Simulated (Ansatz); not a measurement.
# ClFH7NOSi: the cost of one run

All numbers below are computed with Ansatz 0.2.0 (UKS B3LYP-D4/STO-3G).

## (1) The system as given

Bond lengths: Si1–Cl2 2.493 Å, Si1–H3 1.453 Å, Si1–H4 1.451 Å, Si1–N5 1.712 Å, Si1–F7 1.999 Å, N5–H10 1.006 Å, N5–H11 1.005 Å, O9–H12 0.959 Å. Angles: Cl2–Si1–H3 80.0°, Cl2–Si1–H4 80.9°, Cl2–Si1–N5 164.0°, Cl2–Si1–F7 89.0°, H3–Si1–H4 159.1°, H3–Si1–N5 97.6°, H3–Si1–F7 93.9°, H4–Si1–N5 98.6°, H4–Si1–F7 93.9°, N5–Si1–F7 106.9°, Si1–N5–H10 122.9°, Si1–N5–H11 123.4°, H10–N5–H11 111.1°.

Coordinates:

```xyz
12

Si   -0.7331   -0.4557    0.5279
Cl    1.4748   -1.6112    0.4430
H    -0.9088   -1.2497   -0.6761
H    -0.2098   -0.0470    1.8176
N    -2.3811   -0.0719    0.7880
H     1.2435    1.0656   -0.7427
F     0.0784    1.0900   -0.4459
H     2.3292   -0.3055   -0.3519
O     2.4472    0.7664   -1.0224
H    -3.0889   -0.1984    0.0848
H    -2.6963    0.5508    1.5113
H     2.4450    0.4665   -1.9336
```

## (2) Run 1

150 steps of 0.5 fs at constant energy, with velocities drawn for 1000 K.

input.yaml reads:

```yaml
crystal:
  periodic: [false, false, false]
  atoms:
    - { symbol: Si, position_ang: [-0.7331, -0.4557, 0.5279] }
    - { symbol: Cl, position_ang: [1.4748, -1.6112, 0.443] }
    - { symbol: H, position_ang: [-0.9088, -1.2497, -0.6761] }
    - { symbol: H, position_ang: [-0.2098, -0.047, 1.8176] }
    - { symbol: "N", position_ang: [-2.3811, -0.0719, 0.788] }
    - { symbol: H, position_ang: [1.2435, 1.0656, -0.7427] }
    - { symbol: F, position_ang: [0.0784, 1.09, -0.4459] }
    - { symbol: H, position_ang: [2.3292, -0.3055, -0.3519] }
    - { symbol: O, position_ang: [2.4472, 0.7664, -1.0224] }
    - { symbol: H, position_ang: [-3.0889, -0.1984, 0.0848] }
    - { symbol: H, position_ang: [-2.6963, 0.5508, 1.5113] }
    - { symbol: H, position_ang: [2.445, 0.4665, -1.9336] }
magnetization:
  spin_polarized: true
basis:
  gaussian: { orbitals: STO-3G }
hamiltonian:
  xc: b3lyp
  dispersion: d4
md:
  timestep: 0.5
  n_steps: 150
  ensemble: nve
  temperature: 1000.0
  initial_velocities: maxwell_boltzmann
  seed: 744126
```

On the command line:

```bash
ansatz run input.yaml --threads 1 --pin off --max-ram 2048MiB --backend cpu --events-out ev --progress --plain --runs-dir out
```

What time and memory should one allow on 1 thread of Arm Neoverse V2, shared host?

About 8.3 min, with a peak of 0.15 GiB.
